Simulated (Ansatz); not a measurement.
I need a geometry optimisation of BH6NSiZn, SMILES N[B]([SiH3])[ZnH]. Use the Python package of Ansatz (0.2.0). Settings: PBE0, def2-SVP basis, multiplicity 1.

```xyz
10

N    -1.2959    0.9878   -0.1381
B     0.0593    0.4717   -0.0259
Si    0.3414   -1.1443    0.9799
Zn    0.8778    0.0104   -2.2925
H    -1.5529    1.0857   -1.1887
H    -1.3140    2.0269    0.2128
H     1.8335   -1.4737    0.9664
H    -0.3593   -2.2324    0.3970
H    -0.0486   -0.9205    2.4275
H     1.5420    1.1374   -1.3355
```

Script `opt_bh6nsizn.py`:
```python
# -*- coding: utf-8 -*-
import itertools

import ansatz as az
from ase.data import atomic_numbers, covalent_radii
import numpy as np
import pandas as pd

SETTINGS = {
    "basis": "def2-SVP",
    "functional": "PBE0",
}

geometry_ang = [
    ("N", [-1.2959, 0.9878, -0.1381]),
    ("B", [0.0593, 0.4717, -0.0259]),
    ("Si", [0.3414, -1.1443, 0.9799]),
    ("Zn", [0.8778, 0.0104, -2.2925]),
    ("H", [-1.5529, 1.0857, -1.1887]),
    ("H", [-1.314, 2.0269, 0.2128]),
    ("H", [1.8335, -1.4737, 0.9664]),
    ("H", [-0.3593, -2.2324, 0.397]),
    ("H", [-0.0486, -0.9205, 2.4275]),
    ("H", [1.542, 1.1374, -1.3355]),
]
molecule = az.Crystal.molecule()
for symbol, xyz in geometry_ang:
    molecule = molecule.atom(symbol, xyz)

calc = (
    molecule.calculation()
    .basis(gaussian=SETTINGS["basis"])
    .functional(SETTINGS["functional"])
)
symbols = [site.symbol for site in molecule.cartesian_sites]
start = np.array([site.position_ang for site in molecule.cartesian_sites], dtype=float)
def progress(event):
    if event["event"] == "relax_step":
        row = event["data"]
        print(f"step {row['step']:3d}  E = {row['lagrangian_ev']:.6f} eV  largest force component {row['allowed_force_max_ev_ang']:.4f} eV/A")


rep = calc.relax(force_tolerance=0.01).session().plan().execute(on_event=progress).report
end = np.array(rep["positions_ang"])

print(f"E = {rep['free_energy_ev']:.6f} eV = {rep['free_energy_ev'] / 27.211386246:.7f} Ha")
print("converged:", rep["converged"], " doubts:", rep["published_state_doubts"] or "none")

radius = [covalent_radii[atomic_numbers[s]] for s in symbols]
span = lambda where, i, j: np.linalg.norm(where[i] - where[j])
bonded = [(i, j) for i, j in itertools.combinations(range(len(symbols)), 2) if min(span(start, i, j), span(end, i, j)) < 1.2 * (radius[i] + radius[j])]
print("pair        before    after (A)")
for i, j in bonded:
    print(f"{symbols[i]}{i}-{symbols[j]}{j}".ljust(10), f"{span(start, i, j):8.4f} {span(end, i, j):8.4f}")
for first, second in list(itertools.combinations(bonded, 2)):
    shared = set(first) & set(second)
    if shared and symbols[(j := shared.pop())] != "H":
        i, k = sorted((set(first) | set(second)) - {j})
        u, v = end[i] - end[j], end[k] - end[j]
        angle = np.degrees(np.arccos(np.clip(u @ v / np.linalg.norm(u) / np.linalg.norm(v), -1, 1)))
        print(f"final angle {symbols[i]}{i}-{symbols[j]}{j}-{symbols[k]}{k}: {angle:.2f} deg")

charges = rep["charge_distribution"]
table = pd.DataFrame({"atom": symbols, "mulliken": charges["mulliken_charges_e"], "lowdin": charges["lowdin_charges_e"]})
print(table.round(3).to_string())
print("dipole (e A):", np.round(charges["dipole_moment_e_ang"], 4) + 0.0)
with open("bh6nsizn_opt.xyz", "w") as handle:
    handle.write(f"{len(symbols)}\nrelaxed BH6NSiZn\n")
    handle.writelines(f"{s:2s} {x:11.6f} {y:11.6f} {z:11.6f}\n" for s, (x, y, z) in zip(symbols, end))
```

Running `python opt_bh6nsizn.py` prints:
```text
step   1  E = -58533.798518 eV  largest force component 3.3590 eV/A
step   2  E = -58534.915569 eV  largest force component 2.1731 eV/A
step   3  E = -58535.765201 eV  largest force component 2.1358 eV/A
step   4  E = -58536.401160 eV  largest force component 1.2457 eV/A
step   5  E = -58536.700314 eV  largest force component 0.4449 eV/A
step   6  E = -58536.939717 eV  largest force component 0.9468 eV/A
step   7  E = -58537.172649 eV  largest force component 1.3700 eV/A
step   8  E = -58537.410408 eV  largest force component 1.6688 eV/A
step   9  E = -58537.668178 eV  largest force component 1.2667 eV/A
step  10  E = -58537.871736 eV  largest force component 0.4220 eV/A
step  11  E = -58537.925645 eV  largest force component 0.1342 eV/A
step  12  E = -58537.927547 eV  largest force component 0.3782 eV/A
step  13  E = -58537.941821 eV  largest force component 0.1405 eV/A
step  14  E = -58537.953852 eV  largest force component 0.2016 eV/A
step  15  E = -58537.955945 eV  largest force component 0.0296 eV/A
step  16  E = -58537.956690 eV  largest force component 0.0498 eV/A
step  17  E = -58537.957021 eV  largest force component 0.0282 eV/A
step  18  E = -58537.957013 eV  largest force component 0.0224 eV/A
step  19  E = -58537.957046 eV  largest force component 0.0042 eV/A
E = -58537.957081 eV = -2151.2302443 Ha
converged: True  doubts: none
pair        before    after (A)
N0-B1        1.4545   1.3937
N0-H4        1.0860   1.0124
N0-H5        1.0969   1.0129
B1-Si2       1.9242   2.0272
B1-Zn3       2.4536   2.9382
B1-H9        2.0872   1.2136
Si2-H6       1.5281   1.4980
Si2-H7       1.4194   1.5021
Si2-H8       1.5158   1.5049
Zn3-H9       1.6208   3.1180
final angle B1-N0-H4: 123.86 deg
final angle B1-N0-H5: 122.85 deg
final angle N0-B1-Si2: 121.15 deg
final angle N0-B1-Zn3: 107.10 deg
final angle N0-B1-H9: 117.61 deg
final angle H4-N0-H5: 113.26 deg
final angle Si2-B1-Zn3: 83.27 deg
final angle Si2-B1-H9: 120.74 deg
final angle B1-Si2-H6: 113.15 deg
final angle B1-Si2-H7: 112.75 deg
final angle B1-Si2-H8: 110.01 deg
final angle Zn3-B1-H9: 86.91 deg
final angle B1-Zn3-H9: 22.87 deg
final angle H6-Si2-H7: 107.34 deg
final angle H6-Si2-H8: 106.87 deg
final angle H7-Si2-H8: 106.32 deg
  atom  mulliken  lowdin
0    N    -0.080   0.313
1    B    -0.243  -0.568
2   Si     0.156   0.226
3   Zn     0.068   0.190
4    H     0.140   0.024
5    H     0.140   0.025
6    H    -0.061  -0.062
7    H    -0.067  -0.065
8    H    -0.064  -0.063
9    H     0.011  -0.020
dipole (e A): [-0.3855  0.3224 -0.2404]
```

It writes `bh6nsizn_opt.xyz`:
```text
10
relaxed BH6NSiZn
N    -1.083658    1.237577   -0.364715
B     0.177243    0.750529   -0.025245
Si    0.404441   -1.088029    0.797942
Zn    1.267474   -0.564743   -2.415735
H    -1.931384    0.685669   -0.323355
H    -1.234835    2.177573   -0.710286
H     1.776253   -1.656403    0.600066
H    -0.577135   -2.090290    0.260927
H     0.169846   -1.020030    2.282930
H     1.115057    1.517145   -0.099628
```

Total energies depend on the basis set; only differences at equal settings carry meaning. The end point is the stationary point reached from this start; no frequency run checks that it is a minimum, and the basis set is modest. The Löwdin charges here are taken after orthogonalising the functions within each atom; they differ from plain Löwdin charges, and their signs can be unphysical. The bonding changed during the relaxation, so the end is another isomer than the start names. Timing: 2.3 min on 1 thread of Arm Neoverse V1, with other jobs on the host, peak memory 0.36 GiB.
